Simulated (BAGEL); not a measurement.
# BSiNH2ClF (SMILES F[Si]1(Cl)BN1) at PBE0/cc-pVDZ (density fitting with qzvpp-jkfit)

What is the energy change on altering one bond length of BSiNH2ClF at PBE0/cc-pVDZ (density fitting with qzvpp-jkfit)? 

The results are computed with BAGEL 1.2.2.

1 further run of the same task is left out (set aside as unsound or not needed).

### Step 1. The system as given

BSiNH2ClF has 7 atoms, charge 0, and is taken as a singlet. SMILES: `F[Si]1(Cl)BN1`. Geometry: relaxed at PBE0-D4/def2-TZVP.

Bond lengths: F1–Si2 1.589 Å, Si2–Cl3 2.036 Å, Si2–B4 1.896 Å, Si2–N5 1.717 Å, B4–N5 1.402 Å, B4–H6 1.186 Å, N5–H7 1.011 Å. Some angles: F1–Si2–Cl3 104.6°, F1–Si2–B4 126.6°, F1–Si2–N5 115.8°, Cl3–Si2–B4 128.7°, Cl3–Si2–N5 116.7°, B4–Si2–N5 45.3°, Si2–B4–N5 60.6°, Si2–N5–B4 74.1°, Si2–B4–H6 164.3°, N5–B4–H6 135.1°.

### Step 2. The energy at PBE0/cc-pVDZ (density fitting with qzvpp-jkfit)

Input file calc.json:

```json
{ "bagel": [

{
  "title": "molecule",
  "basis": "cc-pvdz.json",
  "df_basis": "qzvpp-jkfit",
  "angstrom": true,
  "geometry": [
    { "atom": "F", "xyz": [      -0.412200,      -2.179200,      -0.210300 ] },
    { "atom": "Si", "xyz": [      -0.003600,      -0.782500,       0.428000 ] },
    { "atom": "Cl", "xyz": [       1.448800,      -1.240300,       1.779600 ] },
    { "atom": "B", "xyz": [      -0.771300,       0.907300,       0.039600 ] },
    { "atom": "N", "xyz": [       0.347500,       0.475500,      -0.686800 ] },
    { "atom": "H", "xyz": [      -1.454900,       1.876800,       0.033100 ] },
    { "atom": "H", "xyz": [       0.906900,       0.874400,      -1.428900 ] }
  ]
},

{ "title": "ks", "xc_func": "pbe0" },

{ "title": "print", "file": "orbitals.molden", "orbitals": true }

]}
```

The basis set cc-pVDZ is read from a file made from the Basis Set Exchange's data (not shown).

The run is started by

```bash
$ BAGEL_NUM_THREADS=1 BAGEL calc.json > calc.out
```

Standard output:

```text
* using 1 threads per process

  ===============================================================
  ===============================================================

  *** Geometry ***

  { "atom" : "F", "xyz" : [     -0.778945,     -4.118091,     -0.397409 ] },
  { "atom" : "Si", "xyz" : [     -0.006803,     -1.478711,      0.808803 ] },
  { "atom" : "Cl", "xyz" : [      2.737835,     -2.343827,      3.362957 ] },
  { "atom" : "B", "xyz" : [     -1.457546,      1.714549,      0.074833 ] },
  { "atom" : "N", "xyz" : [      0.656680,      0.898565,     -1.297864 ] },
  { "atom" : "H", "xyz" : [     -2.749363,      3.546638,      0.062550 ] },
  { "atom" : "H", "xyz" : [      1.713793,      1.652377,     -2.700230 ] },

  Number of auxiliary basis functions:      521

  Since a DF basis is specified, we compute 2- and 3-index integrals:
    o Being stored without compression. Storage requirement is 0.032 GB

  Number of basis functions:       88
  Number of electrons      :       54

    * METHOD: MOLECULE                             0.72

  *** Kohn-Sham DFT ***

    * Removing 13136 points whose weight is below 1.00e-10
    * Grid points: 91206

  === Nuclear Repulsion ===
   267.5357598606

       - DIIS with orbital gradients will be used.

  === KS iteration (pbe0 / cc-pvdz.json) ===
      0       -902.12185185          0.09710245           0.76
      1       -851.76612064          0.15250331           0.77
      2       -846.93778761          0.12968902           0.83
      3       -903.98819336          0.13721240           0.77
      4       -923.36007748          0.08467656           0.71
      5       -929.28316445          0.02607152           0.64
      6       -929.79066475          0.01542543           0.72
      7       -929.95419689          0.00628794           0.77
      8       -929.99052269          0.00083972           0.88
      9       -929.99090929          0.00042294           0.78
     10       -929.99098083          0.00020098           0.78
     11       -929.99100379          0.00002931           0.74
     12       -929.99100426          0.00000438           0.84
     13       -929.99100428          0.00000282           0.79
     14       -929.99100428          0.00000055           0.80
     15       -929.99100428          0.00000018           0.76
     16       -929.99100428          0.00000009           0.82
     17       -929.99100428          0.00000006           0.77
     18       -929.99100428          0.00000001           0.73
    * SCF iteration converged.

    * Permanent dipole moment:
           (   -0.169055,    -0.690149,     0.533520) a.u.

    * METHOD: KS                                  15.84

    * METHOD: PRINT                                0.01

  ===============================================================
```

Run time: 17 s. Hardware: 1 thread of Intel Xeon at 2.50GHz (Skylake/Cascade Lake), shared host; peak memory 0.41 GiB.

### Step 3. The distorted shape

Input file input.json:

```json
{ "bagel" : [

{
  "title" : "molecule",
  "basis" : "cc-pvdz.json",
  "df_basis" : "qzvpp-jkfit",
  "angstrom" : "true",
  "geometry" : [
    { "atom" : "F", "xyz" : [   -0.691914,   -2.378660,    0.160768 ] },
    { "atom" : "Si", "xyz" : [   -0.283314,   -0.981960,    0.799068 ] },
    { "atom" : "Cl", "xyz" : [    1.169086,   -1.439760,    2.150668 ] },
    { "atom" : "B", "xyz" : [   -1.051014,    0.707840,    0.410668 ] },
    { "atom" : "N", "xyz" : [    0.067786,    0.276040,   -0.315732 ] },
    { "atom" : "H", "xyz" : [   -1.734614,    1.677340,    0.404168 ] },
    { "atom" : "H", "xyz" : [    0.906900,    0.874400,   -1.428900 ] }
  ]
},
{
  "title" : "ks",
  "xc_func" : "pbe0"
},
{
  "title" : "print",
  "file" : "orbitals.molden",
  "orbitals" : "true"
}

]}
```

The basis set cc-pVDZ is read from a file made from the Basis Set Exchange's data (not shown).

The run is started by

```bash
$ BAGEL_NUM_THREADS=1 BAGEL input.json > input.out
```

Standard output:

```text
* using 1 threads per process

  ===============================================================
  ===============================================================

  *** Geometry ***

  { "atom" : "F", "xyz" : [     -1.307528,     -4.495016,      0.303807 ] },
  { "atom" : "Si", "xyz" : [     -0.535386,     -1.855635,      1.510020 ] },
  { "atom" : "Cl", "xyz" : [      2.209252,     -2.720752,      4.064174 ] },
  { "atom" : "B", "xyz" : [     -1.986129,      1.337624,      0.776050 ] },
  { "atom" : "N", "xyz" : [      0.128097,      0.521640,     -0.596647 ] },
  { "atom" : "H", "xyz" : [     -3.277945,      3.169713,      0.763767 ] },
  { "atom" : "H", "xyz" : [      1.713793,      1.652377,     -2.700230 ] },

  Number of auxiliary basis functions:      521

  Since a DF basis is specified, we compute 2- and 3-index integrals:
    o Being stored without compression. Storage requirement is 0.032 GB

  Number of basis functions:       88
  Number of electrons      :       54

    * METHOD: MOLECULE                             0.72

  *** Kohn-Sham DFT ***

    * Removing 12615 points whose weight is below 1.00e-10
    * Grid points: 91727

  === Nuclear Repulsion ===
   265.3068614513

       - DIIS with orbital gradients will be used.

  === KS iteration (pbe0 / cc-pvdz.json) ===
      0       -902.54541586          0.09588476           0.97
      1       -852.85847111          0.14661169           0.90
      2       -848.13684959          0.13079044           0.80
      3       -907.95962782          0.13018793           0.73
      4       -917.98195614          0.11944964           0.57
      5       -929.36432952          0.02067716           0.72
      6       -929.73986750          0.01460393           0.82
      7       -929.88880908          0.00562602           0.82
      8       -929.91230970          0.00162326           0.80
      9       -929.91336867          0.00088958           0.81
     10       -929.91391506          0.00014504           0.71
     11       -929.91392678          0.00006236           0.73
     12       -929.91392951          0.00001093           0.81
     13       -929.91392962          0.00000378           0.86
     14       -929.91392963          0.00000128           0.80
     15       -929.91392963          0.00000046           0.80
     16       -929.91392963          0.00000021           0.80
     17       -929.91392963          0.00000014           0.80
     18       -929.91392963          0.00000002           0.81
     19       -929.91392963          0.00000001           0.75
    * SCF iteration converged.

    * Permanent dipole moment:
           (   -0.039146,    -0.614672,     0.347198) a.u.

    * METHOD: KS                                  17.23

    * METHOD: PRINT                                0.02

  ===============================================================
```

It took 19 s on 1 thread of Intel Xeon at 2.50GHz (Skylake/Cascade Lake), shared host; peak memory 0.41 GiB.

### Step 4. What came out

Level: PBE0/cc-pVDZ (density fitting with qzvpp-jkfit).

| quantity | value |
| --- | --- |
| first shape: total energy | -929.99100 Eh |
| first shape: dipole moment | 2.26 D |
| first shape: HOMO energy | -7.58 eV |
| first shape: LUMO energy | -0.65 eV |
| first shape: HOMO–LUMO gap | 6.93 eV |
| distorted shape: total energy | -929.91393 Eh |
| distorted shape: dipole moment | 1.80 D |
| distorted shape: HOMO energy | -7.63 eV |
| distorted shape: LUMO energy | -1.89 eV |
| distorted shape: HOMO–LUMO gap | 5.74 eV |
| energy change with the N5–H7 bond stretched from 1.011 to 1.517 Å | 2.097 eV |

What this shows: With the N5–H7 bond stretched from 1.011 to 1.517 Å the energy rises by 2.10 eV (48 kcal/mol). The first shape isn't relaxed at this level, so the change isn't measured from a minimum.
